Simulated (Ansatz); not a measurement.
# C₆H₁₂O: one species, many methods

Aim: compute C₆H₁₂O with functionals from several rungs and with coupled cluster, and see how far each lands from CCSD(T) at the basis-set limit for the atomisation energy.

The runs use Ansatz 0.2.0, Gaussian basis; functionals in def2-TZVPP, the program's frozen cores in correlated methods.

Levels to be run: LDA (SPW92), PBE-D4, revPBE-D4, BLYP-D4, r2SCAN-D4, B97M-V, PBE0-D4, B3LYP-D4, r2SCANh-D4, r2SCAN0-D4, HSE06-D4, BHLYP-D4, CAM-B3LYP-D4, LC-ωPBE, ωB97X-V, ωB97M-V, B2PLYP, PBE-QIDH; CCSD(T)/def2-SVP; CCSD(T)/def2-TZVPP; MP2/def2-QZVPP; extrapolation to the limit; RPA on PBE.

### 1 The relaxed structure

The geometry comes from an earlier relaxation with PBE0-D4 in a triple-zeta def2 set; it is a stationary point, not always the lowest conformer.

SMILES `CCC(C)C(C)=O`, 19 atoms, charge 0, spin multiplicity 1.

Atoms are counted from 1 here; the program's logs count them from 0.

Bond lengths: C1–C2 1.519 Å, C1–H8 1.092 Å, C1–H9 1.094 Å, C1–H10 1.092 Å, C2–C3 1.521 Å, C2–H11 1.094 Å, C2–H12 1.095 Å, C3–C4 1.530 Å, C3–C5 1.521 Å, C3–H13 1.097 Å, C4–H14 1.092 Å, C4–H15 1.092 Å, C4–H16 1.093 Å, C5–C6 1.504 Å, C5–O7 1.206 Å, C6–H17 1.089 Å, C6–H18 1.093 Å, C6–H19 1.095 Å. Angles: C2–C1–H8 111.2°, C2–C1–H9 111.3°, C2–C1–H10 111.2°, H8–C1–H9 108.1°, H8–C1–H10 107.4°, H9–C1–H10 107.6°, C1–C2–C3 113.4°, C1–C2–H11 109.8°, C1–C2–H12 109.9°, C3–C2–H11 108.3°, C3–C2–H12 108.3°, H11–C2–H12 106.9°, C2–C3–C4 111.6°, C2–C3–C5 111.8°, C2–C3–H13 109.4°, C4–C3–C5 107.5°, C4–C3–H13 108.4°, C5–C3–H13 108.0° and more.

### 2 LDA

This LDA is Slater exchange with PW92 correlation.

The input, in.yaml:

```yaml
crystal:
  periodic: [false, false, false]
  atoms:
    - {symbol: C, position_ang: [2.260861, 0.053309, 0.375930]}
    - {symbol: C, position_ang: [1.211619, -0.789453, -0.327928]}
    - {symbol: C, position_ang: [-0.212989, -0.444424, 0.079942]}
    - {symbol: C, position_ang: [-1.223386, -1.417710, -0.529587]}
    - {symbol: C, position_ang: [-0.602887, 0.957383, -0.362316]}
    - {symbol: C, position_ang: [-1.534950, 1.713677, 0.543518]}
    - {symbol: O, position_ang: [-0.201134, 1.428534, -1.397750]}
    - {symbol: H, position_ang: [2.144982, 1.111911, 0.132041]}
    - {symbol: H, position_ang: [2.192488, -0.054042, 1.462678]}
    - {symbol: H, position_ang: [3.268986, -0.242525, 0.078313]}
    - {symbol: H, position_ang: [1.298516, -0.662407, -1.410686]}
    - {symbol: H, position_ang: [1.382984, -1.850254, -0.116770]}
    - {symbol: H, position_ang: [-0.302105, -0.493034, 1.172598]}
    - {symbol: H, position_ang: [-1.158173, -1.393706, -1.619797]}
    - {symbol: H, position_ang: [-1.014990, -2.436612, -0.196194]}
    - {symbol: H, position_ang: [-2.250807, -1.176234, -0.246236]}
    - {symbol: H, position_ang: [-1.923070, 2.597486, 0.040298]}
    - {symbol: H, position_ang: [-2.355373, 1.077672, 0.885361]}
    - {symbol: H, position_ang: [-0.980593, 2.020442, 1.436605]}
basis:
  gaussian: {orbitals: def2-TZVPP}
hamiltonian: {xc: lda}
output: {orbitals: {seedname: orbitals}}
```

On the command line:

```console
$ ansatz run in.yaml --threads 2 --pin off --events-out ev --progress --plain --max-ram 32768MiB --backend cuda --devices 0, --max-vram 18GiB
```

After this run come: PBE-D4 (GGA); revPBE-D4 (GGA); BLYP-D4 (GGA); r2SCAN-D4 (meta-GGA); B97M-V (meta-GGA); B3LYP-D4 (hybrid); r2SCANh-D4 (hybrid); r2SCAN0-D4 (hybrid); HSE06-D4 (hybrid); BHLYP-D4 (hybrid); CAM-B3LYP-D4 (range-separated); LC-ωPBE (range-separated); ωB97X-V (range-separated); ωB97M-V (range-separated); B2PLYP (double hybrid); PBE-QIDH (double hybrid); CCSD(T) in def2-SVP; CCSD(T) in def2-TZVPP; MP2 in def2-QZVPP; RPA on PBE orbitals.

Before running them: what should the planned runs give, taken together? Wanted: atomisation energy, CCSD(T)/CBS; farthest beyond LDA; mean size of error, GGA; mean size of error, meta-GGA; mean size of error, hybrid; mean size of error, range-separated; mean size of error, double hybrid; gap, smallest and largest; T1 diagnostic.

The runs gave:

| quantity | value |
| --- | --- |
| atomisation energy, CCSD(T)/CBS | 7789.9 kJ/mol |
| functionals within 38.9 kJ/mol (0.5 %) | revPBE-D4, BLYP-D4, r2SCAN-D4, B97M-V, B3LYP-D4, r2SCANh-D4, LC-ωPBE, ωB97X-V, ωB97M-V, PBE-QIDH |
| farthest beyond LDA | BHLYP-D4 (-193.1 kJ/mol) |
| mean size of error, GGA | 65.9 kJ/mol |
| mean size of error, meta-GGA | 22.9 kJ/mol |
| mean size of error, hybrid | 66.8 kJ/mol |
| mean size of error, range-separated | 22.2 kJ/mol |
| mean size of error, double hybrid | 36.1 kJ/mol |
| gap, smallest and largest | 3.93 eV (LDA (SPW92)), 11.97 eV (LC-ωPBE) |
| T1 diagnostic | 0.0119 |
| triples share of the correlation energy | 4.0 % |

LDA overbinds by 1096.9 kJ/mol (14 %). PBE-D4 is off by +177.6 kJ/mol. Double hybrids carry the basis error of their MP2 part in triple zeta, and no dispersion term here, so their miss is partly the set-up's. The rungs range-separated, meta-GGA, double hybrid miss on average by less than the doubt on the reference (38.9 kJ/mol), so they tie. Misses under about 38.9 kJ/mol are within the doubt on the reference itself, which lacks core-valence correlation, relativity and higher excitations. Hartree-Fock recovers 75 % of the binding; the rest is correlation. CCSD(T) in def2-SVP is off by -279.1 kJ/mol, which most functionals beat. Orbital gaps span 3.9 to 12.0 eV; exact exchange widens them.
